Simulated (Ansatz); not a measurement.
# CHClGa: the cost of one run

Method: the settings change from run to run; program: Ansatz 0.2.0, Gaussian basis.

23 further runs of the same task are left out: 13 that didn't finish, 10 set aside as unsound or not needed.

### 1 What is computed

The geometry is a PBE0/def2-TZVP stationary point (not a proven minimum) of the parent state, kept for this charge and spin. No spin-orbit coupling is included. The filled d shell of Ga may be among the frozen orbitals whatever the setting's name suggests; the logs give the count.

4 atoms, charge 0, spin multiplicity 2.

Atoms are counted from 1 here; the program's logs count them from 0.

Bond lengths: C1–Ga2 1.937 Å, C1–H4 1.088 Å, Ga2–Cl3 2.176 Å. Angles: Ga2–C1–H4 151.5°, C1–Ga2–Cl3 118.1°.

### 2 CISD/6-31G*

in.yaml reads:

```yaml
crystal:
  periodic: [false, false, false]
  atoms:
    - {symbol: C, position_ang: [0.000000, -0.932795, 1.886850]}
    - {symbol: Ga, position_ang: [0.000000, 0.371055, 0.454194]}
    - {symbol: Cl, position_ang: [0.000000, -0.357987, -1.596247]}
    - {symbol: H, position_ang: [0.000000, -1.960282, 2.243752]}
basis:
  gaussian: {orbitals: "6-31G*", fitting: {mean_field: def2-universal-jkfit}}
magnetization: {spin_polarized: false, initial_magnetization: 1}
correlation: {active_space: {ras: {orbitals: [7, 1, 43], electrons: 15, max_holes: 2, max_particles: 2}, fixed_orbitals: true}}
scf: {lower_state_search: off}
output: {forces: true}
```

Started as:

```
ansatz run in.yaml --threads 1 --pin off --events-out ev --progress --plain --max-ram 2393MiB
```

Q: Estimate wall time and peak memory on 1 thread of Arm Neoverse V2, shared host.

About 16 s, with a peak of 0.35 GiB.
